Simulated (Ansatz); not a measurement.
# TiAl: energy and stress against strain

Aim: for TiAl, strain the cell along the Voigt pattern (0, 0, 1, 0, 0, 0).

Program: Ansatz 0.2.0. Level of theory: DFT r2SCAN, scalar-relativistic, plane waves, PAW. These are calculated values, not measurements.

2 further runs of the same task are left out: 1 that didn't finish, 1 set aside as unsound or not needed. Runs told in other sessions of the task aren't counted.

### 1 Starting point

The structure is tetragonal, space group P4/mmm (No. 123). Conventional cell: a = 2.811 Å, b = 2.811 Å, c = 4.065 Å, α = 90.00°, β = 90.00°, γ = 90.00°. Around Ti (site symmetry 4/mmm) lie 4 Ti at 2.81 Å and 8 Al at 2.84 Å. Al (site symmetry 4/mmm) has 4 Al at 2.81 Å and 8 Ti at 2.84 Å in its first shell of neighbours.

Coordinates:

```
Ti Al
1.0
     2.81056    0.00000    0.00000
     0.00000    2.81056    0.00000
     0.00000    0.00000    4.06500
Ti Al
1 1
Direct
  0.00000 0.00000 0.00000
  0.50000 0.50000 0.50000
```

It is the result of an earlier relaxation at this level (volume 16.06 Å³/atom; gap on the mesh: none (metal)).

### 2 The reference: the undisturbed cell on the scan's mesh

File input.yaml:

```yaml
crystal:
  lattice:
    - [2.810562101, 0.0, 0.0]
    - [0.0, 2.810562101, 0.0]
    - [0.0, 0.0, 4.0650007537]
  atoms:
    - { symbol: Ti, position: [0.0, 0.0, 0.0] }
    - { symbol: Al, position: [0.5, 0.5, 0.5] }
basis:
  ecutwfc: 500
kpoints:
  mp_grid: { grid: [22, 22, 16] }
hamiltonian:
  xc: r2scan
scf:
  occupations: { method: gaussian, width: 0.15 }
output:
  forces: true
  stress: true
  eigenvalues: true
  write_density: true
  write_potential: true
  elf: true
  volumetric_format: npy
```

Run with:

```console
$ ansatz run input.yaml --threads 1 --pin off --max-ram 2560MiB --backend cpu --events-out ev --progress --plain --runs-dir out
```

### 3 Setting up energy and stress against strain

The cell is strained by ε times the Voigt pattern (0, 0, 1, 0, 0, 0) (xx, yy, zz, yz, xz, xy; engineering shear), with fractional coordinates fixed (clamped ions). The stress on the pattern is the sum of the stress components weighted by it, tension positive.

### 4 Point ε = -0.0600

input.yaml: that of step 2 with these lines changed.

```diff
@@ -4,3 +4,3 @@
     - [0.0, 2.810562101, 0.0]
-    - [0.0, 0.0, 4.0650007537]
+    - [0.0, 0.0, 3.8211007085]
   atoms:
```

### 5 At ε = 0.0450

input.yaml: that of step 4 with these lines changed.

```diff
@@ -4,3 +4,3 @@
     - [0.0, 2.810562101, 0.0]
-    - [0.0, 0.0, 3.8211007085]
+    - [0.0, 0.0, 4.2479257876]
   atoms:
@@ -20,5 +20 @@
   eigenvalues: true
-  write_density: true
-  write_potential: true
-  elf: true
-  volumetric_format: npy
```

### 6 ε = -0.0300

input.yaml: that of step 5 with these lines changed.

```diff
@@ -4,3 +4,3 @@
     - [0.0, 2.810562101, 0.0]
-    - [0.0, 0.0, 4.2479257876]
+    - [0.0, 0.0, 3.9430507311]
   atoms:
```

### 7 Point ε = 0.0150

input.yaml: that of step 6 with these lines changed.

```diff
@@ -4,3 +4,3 @@
     - [0.0, 2.810562101, 0.0]
-    - [0.0, 0.0, 3.9430507311]
+    - [0.0, 0.0, 4.125975765]
   atoms:
@@ -20 +20,5 @@
   eigenvalues: true
+  write_density: true
+  write_potential: true
+  elf: true
+  volumetric_format: npy
```

(Steps that only read results are left out.)

Q: Predict the outcome of this session. Wanted: slope of the stress at ε = 0, from the points at -0.0300, 0 and 0.0150.

**Answer**, as computed:

```
                                                              quantity    value
slope of the stress at ε = 0, from the points at -0.0300, 0 and 0.0150  184 GPa
```

What this shows: The slope of the stress at zero strain, 184 GPa, estimates C33 with clamped ions in this Cartesian frame; letting the atoms relax could not make it stiffer. The step is wide, so higher orders mix in. The undisturbed cell stays the lowest of the sampled points.
